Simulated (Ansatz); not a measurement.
# PdPtS3: what a guessed cell relaxes into

Where does this trial cell of PdPtS3 go when cell and atoms are let free?

Method: DFT PBE, scalar-relativistic, plane waves, PAW, in Ansatz 0.2.0.

### 1 The system as given

The structure is cubic, space group Pm-3m (No. 221). Conventional cell: a = 4.690 Å, b = 4.690 Å, c = 4.690 Å, α = 90.00°, β = 90.00°, γ = 90.00°. Pd (site symmetry m-3m) has 12 S at 3.32 Å as nearest neighbours. Around Pt (site symmetry m-3m) lie 6 S at 2.34 Å. Around S (site symmetry 4/mmm) lie 2 Pt at 2.34 Å and 4 Pd at 3.32 Å.

Structure file:

```xyz
5
Lattice="4.6900 0.0000 0.0000 0.0000 4.6900 0.0000 0.0000 0.0000 4.6900" Properties=species:S:1:pos:R:3 pbc="T T T"
Pd    0.0000    0.0000    0.0000
Pt    2.3450    2.3450    2.3450
S     2.3450    0.0000    2.3450
S     2.3450    2.3450    0.0000
S     0.0000    2.3450    2.3450
```

The cell is invented: species swapped into a database cell of CsHgBr3 (Pm-3m, No. 221), with Pd on the Cs sites, Pt on the Hg sites and S on the Br sites. Its size is a rough estimate.

### 2 Probe: one point on a coarse mesh

Contents of input.yaml:

```yaml
crystal:
  lattice:
    - [4.68995385, 0.0, 0.0]
    - [0.0, 4.68995385, 0.0]
    - [0.0, 0.0, 4.68995385]
  atoms:
    - { symbol: Pd, position: [0.0, 0.0, 0.0] }
    - { symbol: Pt, position: [0.5, 0.5, 0.5] }
    - { symbol: S, position: [0.5, 0.0, 0.5] }
    - { symbol: S, position: [0.5, 0.5, 0.0] }
    - { symbol: S, position: [0.0, 0.5, 0.5] }
basis:
  ecutwfc: 420
kpoints:
  mp_grid: { grid: [4, 4, 4] }
hamiltonian:
  xc: pbe
scf:
  occupations: { method: gaussian, width: 0.1 }
  lower_state_search: "off"
output:
  forces: true
  stress: true
  eigenvalues: true
```

On the command line:

```
> ansatz run input.yaml --threads 1 --pin off --max-ram 2560MiB --backend cpu --events-out ev --progress --plain --runs-dir out
```

What it wrote (excerpt; [...] marks lines left out):

```text
[...]
SCF converged after 8 iterations
Free energy (F): -22198.238802 eV
[...]
E sigma→0 (E₀):  -22198.213349 eV
Entropy (-TS):   -0.050906 eV (-10.181 meV/atom)
Fermi energy:    8.755831 eV
[...]
--- Forces (eV/Å), atoms counted from 1 ---
  atom   1  Pd    -0.00000000     0.00000000     0.00000000
  atom   2  Pt     0.00000000    -0.00000000    -0.00000000
  atom   3  S     -0.00000000    -0.00000000     0.00000000
  atom   4  S     -0.00000000    -0.00000000     0.00000000
  atom   5  S      0.00000000    -0.00000000    -0.00000000
[...]
--- Stress (GPa, compression-positive) ---
        0.405052       0.000000      -0.000000
       -0.000000       0.405052       0.000000
       -0.000000       0.000000       0.405052
  P = ⅓ Tr σ = 0.4051 GPa (4.051 kbar)
--- Band table (eV; the first three rows and the last of 10) ---
[...]
```

It took 1.6 s on 1 thread of Arm Neoverse V2, shared host; peak memory 0.34 GiB.

The probe gives pressure 0.4 GPa, largest force 0.00 eV/Å, gap on this mesh none (metal). The relaxation goes to the converged mesh at once.

### 3 Spin check on a coarse mesh

Changes to input.yaml since step 2:

```diff
@@ -6,4 +6,4 @@
   atoms:
-    - { symbol: Pd, position: [0.0, 0.0, 0.0] }
-    - { symbol: Pt, position: [0.5, 0.5, 0.5] }
+    - { symbol: Pd, position: [0.0, 0.0, 0.0], spin: 1.0 }
+    - { symbol: Pt, position: [0.5, 0.5, 0.5], spin: 1.0 }
     - { symbol: S, position: [0.5, 0.0, 0.5] }
@@ -24 +24,4 @@
   eigenvalues: true
+  populations: true
+magnetization:
+  spin_polarized: true
```

On the command line:

```
> ansatz run input.yaml --threads 1 --pin off --max-ram 2560MiB --backend cpu --events-out ev --progress --plain --runs-dir out
```

What it wrote (excerpt; [...] marks lines left out):

```text
[...]
SCF converged after 19 iterations
Magnetization: 1.3002 μB (27.6501 up, 26.3499 down)
Absolute magnetization: 1.3123 μB (∫|ρ↑−ρ↓|, with the PAW one-centre terms)
Spin contamination: 0.0036 ħ² per cell (⟨S²⟩ above its minimum at these occupations)
Per-site moments (μB) at R_I (Å): [(0.36250142585872597, 1.3679729954496196), (0.09762850948994486, 0.9673029815625), (0.19108782843676606, 0.9673029815625), (0.19108782843676625, 0.9673029815625), (0.1910878284367662, 0.9673029815625)]
Free energy (F): -22198.244108 eV
[...]
E sigma→0 (E₀):  -22198.223433 eV
Entropy (-TS):   -0.041351 eV (-8.270 meV/atom)
Fermi energy:    8.770680 eV
[...]
--- Forces (eV/Å), atoms counted from 1 ---
  atom   1  Pd    -0.00000000    -0.00000000    -0.00000000
  atom   2  Pt     0.00000000    -0.00000000     0.00000000
  atom   3  S      0.00000000    -0.00000000     0.00000000
  atom   4  S     -0.00000000     0.00000000    -0.00000000
  atom   5  S      0.00000000     0.00000000    -0.00000000
[...]
--- Stress (GPa, compression-positive) ---
        0.608730       0.000000       0.000000
        0.000000       0.608730       0.000000
        0.000000      -0.000000       0.608730
  P = ⅓ Tr σ = 0.6087 GPa (6.087 kbar)
--- Band table (eV; the first three rows and the last of 20) ---
[...]
--- Löwdin populations: 5 sites ---
  site symbol       q [e]    m [muB]
     0     Pd     17.2160     0.3320
     1     Pt     17.3295     0.0905
     2      S      6.3438     0.2921
     3      S      6.3438     0.2921
     4      S      6.3438     0.2921
  spilling = 0.007839 (of n_electrons = 54.000000)
```

It took 5.9 s on 1 thread of Arm Neoverse V2, shared host; peak memory 0.38 GiB.

Per atom:

```
atom  moment in the atom's sphere (μB)  Löwdin electrons
 Pd1                              0.36             17.22
 Pt2                              0.10             17.33
  S3                              0.19              6.34
  S4                              0.19              6.34
  S5                              0.19              6.34
```

The Löwdin counts miss 0.42 of the 54 electrons, which the atomic orbitals do not span, so they are no charges.

The same cell is solved with trial moments on Pd and Pt. The largest site moment that stays is 0.36 μB and the cell's total 1.30 μB. The workflow keeps spin only above 0.25 μB on a site, so spin is kept from here on.

### 4 Full relaxation

Contents of input.yaml:

```yaml
crystal:
  lattice:
    - [4.68995385, 0.0, 0.0]
    - [0.0, 4.68995385, 0.0]
    - [0.0, 0.0, 4.68995385]
  atoms:
    - { symbol: Pd, position: [0.0, 0.0, 0.0], spin: 0.4 }
    - { symbol: Pt, position: [0.5, 0.5, 0.5] }
    - { symbol: S, position: [0.5, 0.0, 0.5], spin: 0.21 }
    - { symbol: S, position: [0.5, 0.5, 0.0], spin: 0.21 }
    - { symbol: S, position: [0.0, 0.5, 0.5], spin: 0.21 }
basis:
  ecutwfc: 420
kpoints:
  mp_grid: { grid: [8, 8, 8] }
hamiltonian:
  xc: pbe
scf:
  occupations: { method: gaussian, width: 0.1 }
output:
  forces: true
  stress: true
  eigenvalues: true
  populations: true
magnetization:
  spin_polarized: true
relax:
  adjacent_minimum: "off"
  f_tol: 0.01
  max_steps: 80
  cell: { stress_tol: 0.05 }
```

On the command line:

```
> ansatz run input.yaml --threads 1 --pin off --max-ram 2560MiB --backend cpu --events-out ev --progress --plain --runs-dir out
```

What it wrote (excerpt; [...] marks lines left out):

```text
Warning: RAYON_NUM_THREADS=1 ignored (pool sized by the plan → 1); use --threads N
[...]
Pseudopotentials: kind: paw
Pseudopotential: Pd, paw, valence charge 18, recommended cutoff 420 eV (normal), Pd.paw.azcp
Pseudopotential: Pt, paw, valence charge 18, recommended cutoff 420 eV (normal), Pt.paw.azcp
Pseudopotential: S, paw, valence charge 6, recommended cutoff 420 eV (normal), S.paw.azcp
Functional definition: PBE
[...]
Crystal: 5 atoms, lattice volume = 103.159 Å³
Basis set: ecut = 420 eV, 2007 PW (Γ), exchange–correlation on 64×64×64 points (8 copies of the dense FFT grid, shifted against one another)
Bands: 34, of which v1, the nominal top of the filled ones, is band 27 counted from 1 (26 counted from 0)
Symmetry: 48 space group operations
Space group: Pm-3m (ITA 221), of the structure as read, at distance tolerance 4.7e-5 Å
Magnetic group: BNS 221.92 (UNI 1594), of the structure as read, at distance tolerance 4.7e-5 Å
k-points: 35 of 512
[...]
Starting moments: Σ|m| = 1.03 μB on 4 of 5 sites
[...]
WARN: the starting moments were not kept: the SCF closed with an absolute magnetisation of 1.0e-5 μB, where they sum to 1.03 μB in size (4 sites). That is at most 0.1 of that sum. Measured as dr2_m measures the in/out step, that magnetisation stands 1.2e-11 eV from none, at or under the [...]
--- Relaxed structure (2 steps of the walk, 2 accepted, 1 SCFs on fresh bases) ---
  F+E_penalty+E_count = -22198.05027260 eV   max|allowed force component| = 9.561e-29 eV/Å   (the final SCF, on the basis selected at the relaxed cell)
  cell:  # Å, volume = 103.7164 Å³
    - [4.698390677527619, -1.6049416203226965e-35, 1.6049416203226965e-35]
    - [4.81482486096809e-35, 4.698390677527619, -1.6049416203226965e-35]
    - [1.6049416203226965e-35, -1.6049416203226965e-35, 4.698390677527619]
  atoms:
    - { symbol: Pd, position: [3.716169383669261e-37, 2.807178311404838e-38, 3.4087165209915884e-38] }
    - { symbol: Pt, position: [0.49999999999999994, 0.49999999999999994, 0.49999999999999994] }
    - { symbol: S, position: [0.49999999999999994, -1.2030764191734195e-38, 0.49999999999999994] }
    - { symbol: S, position: [0.49999999999999994, 0.49999999999999994, -6.015382095867509e-39] }
    - { symbol: S, position: [-3.2349388159998627e-37, 0.49999999999999994, 0.49999999999999994] }
--- Löwdin populations: 5 sites ---
  site symbol       q [e]    m [muB]
     0     Pd     17.2304    -0.0000
     1     Pt     17.3323    -0.0000
     2      S      6.3426    -0.0000
     3      S      6.3426    -0.0000
     4      S      6.3426    -0.0000
  spilling = 0.007583 (of n_electrons = 54.000000)
```

It took 44 s on 1 thread of Arm Neoverse V2, shared host; peak memory 0.5 GiB.

The steps of the relaxation:

| step | energy from step 1 (eV/cell) | largest force component (eV/Å) | pressure (GPa) | volume (Å³) |
| --- | --- | --- | --- | --- |
| 1 | 0.0000 | 0.0000 | 0.49 | 103.16 |
| 2 | -0.0008 | 0.0000 | 0.05 | 103.72 |
| 3 | -0.0009 | 0.0000 | 0.05 | 103.72 |

Step 1 is the start. Step 3 repeats the geometry before it on a plane-wave basis chosen anew for that cell, so its energy need not be comparable with the rows above.

|  | before | after | change |
| --- | --- | --- | --- |
| a (Å) | 4.690 | 4.698 | +0.2 % |
| b (Å) | 4.690 | 4.698 | +0.2 % |
| c (Å) | 4.690 | 4.698 | +0.2 % |
| volume (Å³/atom) | 20.63 | 20.74 | +0.5 % |
| shortest distance (Å) | 2.345 | 2.349 | +0.2 % |
| space group (0.01 Å) | Pm-3m | Pm-3m | same |

Forces and stress were held to the start's 48 operations: a distortion of lower symmetry was not tested.

Per atom:

```
atom  Löwdin electrons
 Pd1             17.23
 Pt2             17.33
  S3              6.34
  S4              6.34
  S5              6.34
```

The Löwdin counts miss 0.41 of the 54 electrons, which the atomic orbitals do not span, so they are no charges.

### 5 Variant: occupations.width 0.01, scf.algorithm density_mixing

Contents of input.yaml:

```yaml
crystal:
  lattice:
    - [4.6983906775, 0.0, 0.0]
    - [0.0, 4.6983906775, 0.0]
    - [0.0, 0.0, 4.6983906775]
  atoms:
    - { symbol: Pd, position: [0.0, 0.0, 0.0], spin: 0.4 }
    - { symbol: Pt, position: [0.5, 0.5, 0.5] }
    - { symbol: S, position: [0.5, 0.0, 0.5], spin: 0.21 }
    - { symbol: S, position: [0.5, 0.5, 0.0], spin: 0.21 }
    - { symbol: S, position: [0.0, 0.5, 0.5], spin: 0.21 }
basis:
  ecutwfc: 420
kpoints:
  mp_grid: { grid: [8, 8, 8] }
hamiltonian:
  xc: pbe
scf:
  occupations: { method: gaussian, width: 0.01 }
  algorithm: density_mixing
output:
  forces: true
  eigenvalues: true
  stress: true
magnetization:
  spin_polarized: true
```

On the command line:

```
> ansatz run input.yaml --threads 1 --pin off --max-ram 2560MiB --backend cpu --events-out ev --progress --plain --runs-dir out
```

What it wrote (excerpt; [...] marks lines left out):

```text
Warning: RAYON_NUM_THREADS=1 ignored (pool sized by the plan → 1); use --threads N
[...]
Pseudopotentials: kind: paw
Pseudopotential: Pd, paw, valence charge 18, recommended cutoff 420 eV (normal), Pd.paw.azcp
Pseudopotential: Pt, paw, valence charge 18, recommended cutoff 420 eV (normal), Pt.paw.azcp
Pseudopotential: S, paw, valence charge 6, recommended cutoff 420 eV (normal), S.paw.azcp
Functional definition: PBE
[...]
Crystal: 5 atoms, lattice volume = 103.716 Å³
Basis set: ecut = 420 eV, 2007 PW (Γ), exchange–correlation on 64×64×64 points (8 copies of the dense FFT grid, shifted against one another)
Bands: 34, of which v1, the nominal top of the filled ones, is band 27 counted from 1 (26 counted from 0)
Symmetry: 48 space group operations
Space group: Pm-3m (ITA 221), of the structure as read, at distance tolerance 4.7e-5 Å
[...]
Spin contamination: 0.0006 ħ² per cell (⟨S²⟩ above its minimum at these occupations)
Per-site moments (μB) at R_I (Å): [(0.09189044208343722, 1.3704338623486119), (0.008325294144556917, 0.969043077234375), (0.03753581424728423, 0.969043077234375), (0.03753581424728383, 0.969043077234375), (0.037535814247283875, 0.969043077234375)]
Free energy (F): -22198.029777 eV
[...]
E sigma→0 (E₀):  -22198.029578 eV
Entropy (-TS):   -0.000397 eV (-0.079 meV/atom)
Fermi energy:    8.712498 eV
[...]
--- Forces (eV/Å), atoms counted from 1 ---
  atom   1  Pd    -0.00000000     0.00000000    -0.00000000
  atom   2  Pt     0.00000000     0.00000000    -0.00000000
  atom   3  S     -0.00000000     0.00000000     0.00000000
  atom   4  S     -0.00000000    -0.00000000    -0.00000000
  atom   5  S      0.00000000     0.00000000     0.00000000
[...]
--- Stress (GPa, compression-positive) ---
        0.037304       0.000000       0.000000
       -0.000000       0.037304       0.000000
        0.000000       0.000000       0.037304
  P = ⅓ Tr σ = 0.0373 GPa (0.373 kbar)
--- Band table (eV; the first three rows and the last of 70) ---
[...]
```

Wall time 20 s (1 thread of Arm Neoverse V2, shared host); peak memory 0.48 GiB.

```
    run     ending       energy change  pressure (GPa)  gap (eV)  abs. moment (μB)  force (eV/Å)  cycles  time
 step 4  converged                   0             0.0      0.00              0.00          0.00       -  44 s
variant  converged  0.0 meV/atom (σ→0)             0.0      0.00              0.27          0.00      20  20 s
```

Changing the smearing and solver moves the energy by 0.0 meV/atom (σ→0 values), and the absolute moment goes from 0.00 to 0.27 μB.

### 6 What came out

```
                              quantity                                                                      value
symmetry at the end (tolerance 0.05 Å)                                                space group Pm-3m (No. 221)
                     conventional cell  a = 4.698 Å, b = 4.698 Å, c = 4.698 Å, α = 90.00°, β = 90.00°, γ = 90.00°
                                volume                                                              20.74 Å³/atom
              energy over the elements                                                              +0.80 eV/atom
                       gap on the mesh                                                               none (metal)
```

**Reading.** The space group Pm-3m (No. 221) is kept, and the volume per atom grows by 0.5 % from the first guess. With a positive formation energy it can't be a ground state. No finished test with a distortion of lower symmetry is shown, so the end may be a saddle point. Spin-orbit coupling is left out for Pt. Other magnetic orders were not searched.
